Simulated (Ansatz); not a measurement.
# O, space group P4/mmm: a relaxation of cell and ions

Computed with Ansatz 0.2.0 through its Python package.

Notebook, run cell by cell (the value of a cell's last expression is shown):

**Cell 1**
```python
from pathlib import Path

import ansatz as az
from ase import Atoms
from ase.data import atomic_numbers
from ase.io import write
from ase.neighborlist import neighbor_list
import numpy as np
import spglib
```

**Cell 2**
```python
def edges_and_angles(cell):
    cell = np.asarray(cell)
    a, b, c = np.linalg.norm(cell, axis=1)
    cosines = cell[1] @ cell[2] / (b * c), cell[0] @ cell[2] / (a * c), cell[0] @ cell[1] / (a * b)
    return (a, b, c, *np.degrees(np.arccos(cosines)))
```

**Cell 3**
```python
lattice = az.Lattice.of(
    [1.775591, 0.0, 0.0],
    [0.0, 1.775591, 0.0],
    [0.0, 0.0, 3.053051],
)
sites = [
    ('O', [0.0, 0.0, 0.0]),
]
material = az.Crystal(lattice=lattice)
for symbol, position in sites:
    material = material.atom(symbol, position)
```

**Cell 4**
```python
material.resolved().tree()['lattice']
```
Output:
```text
((1.775591, 0.0, 0.0), (0.0, 1.775591, 0.0), (0.0, 0.0, 3.053051))
```

**Cell 5**
```python
# every cell quantity that the symmetry leaves free
base = (
    material.calculation()
    .functional('pbesol')
    .kpoints(14, 14, 8)
    .occupations(az.OccupationsMethod.FERMI_DIRAC, width=0.1)
    .relax(force_tolerance=0.03, cell=True)
    .density()
    .potential()
    .electron_localization_function()
    .output_files(volumetric_format='npy')
)
steps = []
```

**Cell 6**
```python
def follow(event):
    if event['event'] != 'relax_step':
        return
    row = event['data']
    steps.append(row)
    print(f'step {row["step"]:3d}  E = {row["lagrangian_ev"]:.5f} eV  largest force component = {row["allowed_force_max_ev_ang"]:.4f} eV/A  P = {row["pressure_gpa"]:.3f} GPa')
```

**Cell 7**
```python
result = base.session().plan(threads=1).execute(on_event=follow)
data = result.report

{key: value for key, value in data.items() if isinstance(value, (int, float)) and 'ev' in key}
```
Output:
```text
DeckWarning: basis.ecutwfc = 420 eV, auto-derived from the records' recommended cutoffs: set by O (normal level)
step   1  E = -556.82786 eV  largest force component = 0.0000 eV/A  P = -1.803 GPa
step   2  E = -556.82851 eV  largest force component = 0.0000 eV/A  P = -1.100 GPa
step   3  E = -556.82862 eV  largest force component = 0.0000 eV/A  P = 0.079 GPa
step   4  E = -556.82862 eV  largest force component = 0.0000 eV/A  P = -0.003 GPa
step   5  E = -556.83166 eV  largest force component = 0.0000 eV/A  P = 0.442 GPa
step   6  E = -556.83082 eV  largest force component = 0.0000 eV/A  P = 0.315 GPa
step   7  E = -556.82941 eV  largest force component = 0.0000 eV/A  P = -0.005 GPa
step   8  E = -556.83317 eV  largest force component = 0.0000 eV/A  P = 0.196 GPa
step   9  E = -556.83179 eV  largest force component = 0.0000 eV/A  P = 0.032 GPa
step  10  E = -556.83133 eV  largest force component = 0.0000 eV/A  P = -0.004 GPa
step  11  E = -556.83398 eV  largest force component = 0.0000 eV/A  P = 0.127 GPa
step  12  E = -556.83258 eV  largest force component = 0.0000 eV/A  P = 0.008 GPa
step  13  E = -556.83444 eV  largest force component = 0.0000 eV/A  P = 0.104 GPa
step  14  E = -556.83352 eV  largest force component = 0.0000 eV/A  P = 0.039 GPa
step  15  E = -556.83312 eV  largest force component = 0.0000 eV/A  P = 0.005 GPa
step  16  E = -556.83468 eV  largest force component = 0.0000 eV/A  P = 0.076 GPa
step  17  E = -556.83377 eV  largest force component = 0.0000 eV/A  P = 0.004 GPa
step  18  E = -556.83361 eV  largest force component = 0.0000 eV/A  P = -0.002 GPa
step  19  E = -556.83487 eV  largest force component = 0.0000 eV/A  P = 0.054 GPa
step  20  E = -556.83407 eV  largest force component = 0.0000 eV/A  P = 0.007 GPa
step  21  E = -556.83497 eV  largest force component = 0.0000 eV/A  P = 0.048 GPa
step  22  E = -556.83441 eV  largest force component = 0.0000 eV/A  P = 0.016 GPa
step  23  E = -556.83421 eV  largest force component = 0.0000 eV/A  P = 0.003 GPa
step  24  E = -556.83511 eV  largest force component = 0.0000 eV/A  P = 0.045 GPa
step  25  E = -556.83446 eV  largest force component = 0.0000 eV/A  P = 0.000 GPa
step  26  E = -556.83519 eV  largest force component = 0.0000 eV/A  P = 0.025 GPa
step  27  E = -556.83463 eV  largest force component = 0.0000 eV/A  P = -0.005 GPa
step  28  E = -556.83520 eV  largest force component = 0.0000 eV/A  P = 0.021 GPa
step  29  E = -556.83472 eV  largest force component = 0.0000 eV/A  P = -0.001 GPa
step  30  E = -556.83523 eV  largest force component = 0.0000 eV/A  P = 0.024 GPa
step  31  E = -556.83479 eV  largest force component = 0.0000 eV/A  P = -0.043 GPa
step  32  E = -556.83494 eV  largest force component = 0.0000 eV/A  P = -0.009 GPa
step  33  E = -556.83529 eV  largest force component = 0.0000 eV/A  P = 0.039 GPa
step  34  E = -556.83500 eV  largest force component = 0.0000 eV/A  P = -0.011 GPa
step  35  E = -556.83532 eV  largest force component = 0.0000 eV/A  P = 0.035 GPa
step  36  E = -556.83502 eV  largest force component = 0.0000 eV/A  P = 0.017 GPa
step  37  E = -556.83534 eV  largest force component = 0.0000 eV/A  P = 0.037 GPa
step  38  E = -556.83495 eV  largest force component = 0.0000 eV/A  P = -0.025 GPa
step  39  E = -556.83533 eV  largest force component = 0.0000 eV/A  P = 0.029 GPa
step  40  E = -556.83513 eV  largest force component = 0.0000 eV/A  P = 0.014 GPa
step  41  E = -556.83531 eV  largest force component = 0.0000 eV/A  P = 0.026 GPa
step  42  E = -556.83504 eV  largest force component = 0.0000 eV/A  P = 0.011 GPa
step  43  E = -556.83532 eV  largest force component = 0.0000 eV/A  P = 0.023 GPa
step  44  E = -556.83506 eV  largest force component = 0.0000 eV/A  P = 0.005 GPa
step  45  E = -556.83532 eV  largest force component = 0.0000 eV/A  P = 0.017 GPa
{'gap_by_band_count_ev': -5.504150477172246,
 'fermi_energy_ev': 1.6144314946101863,
 'harris_foulkes_ev': -556.8353239903572,
 'scf_correction_max_component_ev_ang': 9.62964972193618e-35,
 'free_energy_ev': -556.8353239903594,
 'internal_energy_ev': -556.8236370098815,
 'lagrangian_ev': -556.8353239903594,
 'energy_sigma0_ev': -556.8294805001204,
 'lagrangian_sigma0_ev': -556.8294805001204,
 'lagrangian_above_aufbau_ev': -0.005663785565549769,
 'entropy_ts_ev': 0.011686980477868028,
 'loop_fermi_energy_ev': 1.6144314946101863,
 'occupations_fermi_energy_ev': 1.6144314946101492}
```

**Cell 8**
```python
first, last = steps[0], steps[-1]
symbols = [site.symbol for site in result.lattice.sites]
print(f'energy gained {first["lagrangian_ev"] - last["lagrangian_ev"]:.4f} eV in {len(steps) - 1} steps')
for label, vectors in (('before', first['cell_ang']), ('after', result.lattice.cell_ang)):
    print(label, 'a b c (A) {:.4f} {:.4f} {:.4f}  angles {:.2f} {:.2f} {:.2f}'.format(*edges_and_angles(vectors)), f' V = {abs(np.linalg.det(vectors)):.3f} A^3')
print('final stress xx yy zz (GPa, compression positive):', np.round(np.diag(data['stress_gpa']), 3) + 0.0)

print('relaxed fractional positions')
for site in result.lattice.sites:
    print(f'  {site.symbol:2s}', ' '.join(f'{v % 1:8.5f}' for v in np.round(site.position_frac, 5)))
```
Output:
```text
energy gained 0.0075 eV in 44 steps
before a b c (A) 1.7756 1.7756 3.0531  angles 90.00 90.00 90.00  V = 9.625 A^3
after a b c (A) 1.7642 1.7642 3.5919  angles 90.00 90.00 90.00  V = 11.180 A^3
final stress xx yy zz (GPa, compression positive): [0.001 0.001 0.049]
relaxed fractional positions
  O   0.00000  0.00000  0.00000
```

**Cell 9**
```python
final = Atoms(symbols, positions=last['positions_ang'], cell=result.lattice.cell_ang, pbc=True)
i, j, d = neighbor_list('ijd', final, 4.5)
print('neighbours within 1.1 times the shortest distance of each atom (A)')
for atom in range(len(final)):
    near = [m for m in np.argsort(d) if i[m] == atom]
    shell = [m for m in near if d[m] < 1.1 * d[near[0]]]
    print(f'{symbols[atom]}{atom} ({len(shell)}):', ', '.join(f'{symbols[j[m]]} {d[m]:.3f}' for m in shell))
```
Output:
```text
neighbours within 1.1 times the shortest distance of each atom (A)
O0 (4): O 1.764, O 1.764, O 1.764, O 1.764
```

**Cell 10**
```python
relaxed = Atoms(symbols, positions=[site.position_ang for site in result.lattice.sites], cell=result.lattice.cell_ang, pbc=True)
write('relaxed.cif', relaxed, format='cif')
```

**Cell 11**
```python
fractions = [site.position_frac for site in result.lattice.sites]
numbers = [atomic_numbers[s] for s in symbols]
for tolerance in (1e-3, 1e-2, 1e-1):
    print(f'space group at {tolerance} A:', spglib.get_spacegroup((result.lattice.cell_ang, fractions, numbers), symprec=tolerance))
```
Output:
```text
space group at 0.001 A: P4/mmm (123)
space group at 0.01 A: P4/mmm (123)
space group at 0.1 A: P4/mmm (123)
```

**Cell 12**
```python
n_atoms = len(data['lattice']['sites'])
print('F =', round(data['free_energy_ev'], 4), 'eV for', n_atoms, 'atoms')
print('E(sigma -> 0) =', round(data['energy_sigma0_ev'], 4), 'eV, TS =', round(data['entropy_ts_ev'], 5), 'eV')
print('closed by', data['closed_by'], 'after', data['n_iterations'], 'iterations')
```
Output:
```text
F = -556.8353 eV for 1 atoms
E(sigma -> 0) = -556.8295 eV, TS = 0.01169 eV
closed by deck_thresholds after 5 iterations
```

**Cell 13**
```python
folder = Path(result.write_results('fields'))
print('densities in e/A^3, potentials in eV, ELF without unit')
for name in sorted(p.name for p in folder.glob('*.npy')):
    field = np.load(folder / name)
    print(f'{name:16s} {str(field.shape):16s} min {field.min():10.4f}  mean {field.mean():10.4f}  max {field.max():10.4f}')
```
Output:
```text
densities in e/A^3, potentials in eV, ELF without unit
elf.npy          (12, 12, 25)     min     0.0014  mean     0.2779  max     0.9159
rho.npy          (12, 12, 25)     min     0.0063  mean     0.5367  max     7.6244
v_es.npy         (12, 12, 25)     min   -59.8759  mean     1.8909  max     8.9236
v_tot.npy        (12, 12, 25)     min   -86.1952  mean    -7.4150  max     7.2268
```

**Cell 14**
```python
used = data['setup']
print('cutoffs (eV):', used['ecut_ev'], used['ecutrho_ev'], ' FFT grid:', used['fft_dense'])
print('cell volume {:.3f} A^3, {} symmetry operations'.format(used['cell_volume_ang3'], used['n_sym_ops']))
```
Output:
```text
cutoffs (eV): 420.0 1680.0  FFT grid: [12, 12, 25]
cell volume 11.180 A^3, 16 symmetry operations
```

`relaxed.cif`, as written:
```cif
data_image0
_chemical_formula_structural       O
_chemical_formula_sum              "O1"
_cell_length_a       1.7642291322840806
_cell_length_b       1.7642291322840806
_cell_length_c       3.5919034714127833
_cell_angle_alpha    90.0
_cell_angle_beta     90.0
_cell_angle_gamma    90.0

_space_group_name_H-M_alt    "P 1"
_space_group_IT_number       1

loop_
  _space_group_symop_operation_xyz
  'x, y, z'

loop_
  _atom_site_type_symbol
  _atom_site_label
  _atom_site_symmetry_multiplicity
  _atom_site_fract_x
  _atom_site_fract_y
  _atom_site_fract_z
  _atom_site_occupancy
  O   O1        1.0  0.0  0.0  0.0  1.0000
```

What to keep in mind:
- Total energies depend on the potentials; only differences at equal settings carry meaning. A total without «per atom» is that of the cell as typed.
- The mesh is modest for a metal, so energies can be off by several to tens of meV an atom and pressures by half a GPa or more; differences at equal mesh fare better.
- Only differences from the Fermi energy are physical; the zero of the scale is a convention.
- Energies along a relaxation are free energies. Rows at an unchanged volume are solved on a plane-wave basis chosen afresh for that cell, so the energy jumps there and such rows are no steps of the walk.
- A gap by band count of zero or less means overlapping bands, a metal.
- A cell that swells this much on relaxing started as a compressed, perhaps high-pressure structure.
- No spin polarisation was allowed.
- The structure is layered, and without a dispersion term the spacing of the layers is poorly determined.
- Densities and potentials on the grid are those of the valence electrons, and inside the cores they hang on the potentials used.
- This isn't the structure that O takes at ambient conditions.
- Gaps and levels are Kohn-Sham values on a finite set of k-points.
- Warnings are shown shortened and without file and line.
- It ran for 47 s on 1 thread of Arm Neoverse V1, with other jobs on the host, peak memory 0.4 GiB.

(Lines on the test bed's own set-up are left out of the output.)
